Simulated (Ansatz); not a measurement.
# C₈H₁₄FNOTi: how energies converge with the basis set

One table from this session's results is given with a row withheld; the runs are named, their logs left out.

Computed with Ansatz 0.2.0, Gaussian basis. Level: one geometry, several basis sets.

Plan: PBE0-D4/def2-SVP; ωB97M-V/def2-SVP; PBE0-D4/def2-QZVPP; ωB97M-V/def2-QZVPP; the functionals' def2-TZVPP values are taken from earlier runs.

## The relaxed structure

All runs share one geometry, relaxed beforehand with PBE0-D4 in a triple-zeta def2 set.

SMILES `C[O][Ti]1234([F])([N](C)C)[C@H]5[C@@H]1[C@@H]2[C@@H]3[C@H]54`, 26 atoms, charge 0, spin multiplicity 1.

Atoms are counted from 1 here; the program's logs count them from 0.

Bond lengths: C1–O2 1.401 Å, C1–H13 1.096 Å, C1–H14 1.095 Å, C1–H15 1.097 Å, O2–Ti3 1.818 Å, Ti3–F4 1.795 Å, Ti3–N5 1.891 Å, Ti3–C8 2.376 Å, Ti3–C9 2.366 Å, Ti3–C10 2.385 Å, Ti3–C11 2.419 Å, Ti3–C12 2.414 Å, N5–C6 1.438 Å, N5–C7 1.441 Å, C6–H16 1.099 Å, C6–H17 1.102 Å, C6–H18 1.092 Å, C7–H19 1.099 Å and more. Angles: O2–C1–H13 110.9°, O2–C1–H14 109.3°, O2–C1–H15 111.5°, H13–C1–H14 108.3°, H13–C1–H15 108.0°, H14–C1–H15 108.7°, C1–O2–Ti3 126.5°, O2–Ti3–F4 109.0°, O2–Ti3–N5 100.0°, O2–Ti3–C8 89.3°, O2–Ti3–C9 122.0°, O2–Ti3–C10 141.7°, O2–Ti3–C11 113.8°, O2–Ti3–C12 85.3°, F4–Ti3–N5 101.1°, F4–Ti3–C8 143.6°, F4–Ti3–C9 125.4°, F4–Ti3–C10 92.5° and more.

The first run:

in.yaml

```yaml
crystal:
  periodic: [false, false, false]
  atoms:
    - {symbol: C, position_ang: [-1.419157, -1.544355, -2.149594]}
    - {symbol: O, position_ang: [-0.454921, -1.556344, -1.133635]}
    - {symbol: Ti, position_ang: [0.469546, -0.122978, -0.504371]}
    - {symbol: F, position_ang: [1.146260, 0.790961, -1.892805]}
    - {symbol: N, position_ang: [-0.967335, 0.997761, 0.001981]}
    - {symbol: C, position_ang: [-2.086340, 0.545466, 0.783762]}
    - {symbol: C, position_ang: [-0.791850, 2.427229, 0.041301]}
    - {symbol: C, position_ang: [1.056029, -1.382970, 1.423189]}
    - {symbol: C, position_ang: [1.262210, -0.019617, 1.722022]}
    - {symbol: C, position_ang: [2.310409, 0.447862, 0.900605]}
    - {symbol: C, position_ang: [2.755798, -0.628698, 0.104375]}
    - {symbol: C, position_ang: [1.982935, -1.757421, 0.426482]}
    - {symbol: H, position_ang: [-0.948699, -1.453010, -3.134938]}
    - {symbol: H, position_ang: [-1.984300, -2.481984, -2.123939]}
    - {symbol: H, position_ang: [-2.119170, -0.707868, -2.029652]}
    - {symbol: H, position_ang: [-3.016082, 1.025639, 0.448370]}
    - {symbol: H, position_ang: [-1.966674, 0.782590, 1.853081]}
    - {symbol: H, position_ang: [-2.209528, -0.535211, 0.688871]}
    - {symbol: H, position_ang: [-1.690013, 2.937207, -0.333358]}
    - {symbol: H, position_ang: [-0.609184, 2.793700, 1.063983]}
    - {symbol: H, position_ang: [0.047737, 2.731100, -0.587231]}
    - {symbol: H, position_ang: [0.295658, -2.020272, 1.849676]}
    - {symbol: H, position_ang: [0.706010, 0.566392, 2.438570]}
    - {symbol: H, position_ang: [2.678290, 1.462789, 0.855044]}
    - {symbol: H, position_ang: [3.513468, -0.573211, -0.662877]}
    - {symbol: H, position_ang: [2.038901, -2.724746, -0.048913]}
basis:
  gaussian: {orbitals: def2-SVP}
hamiltonian: {xc: pbe0, dispersion: d4}
output: {orbitals: {seedname: orbitals}}
```

Launch:

```bash
$ ansatz run in.yaml --threads 11 --pin off --events-out ev --progress --plain --max-ram 174080MiB --backend cpu
```

Steps of the session up to this table: PBE0-D4 in def2-SVP; ωB97M-V in def2-SVP; PBE0-D4 in def2-QZVPP; ωB97M-V in def2-QZVPP.

One table of the session follows, with a row left open; its other results are not shown here.

It belongs to the step «Functionals by basis». 

| functional | basis | HOMO (eV) |
| --- | --- | --- |
| PBE0-D4 | def2-SVP | -6.22 |
| PBE0-D4 | def2-TZVPP | -6.26 |
| PBE0-D4 | def2-QZVPP | -6.28 |
| ωB97M-V | def2-SVP | -8.37 |
| ωB97M-V | def2-TZVPP | ? |
| ωB97M-V | def2-QZVPP | -8.43 |

Estimate the missing values for ωB97M-V, def2-TZVPP.

As computed: HOMO (eV): -8.42. In the column «HOMO (eV)» it lies between ωB97M-V, def2-QZVPP (-8.43) and ωB97M-V, def2-SVP (-8.37).
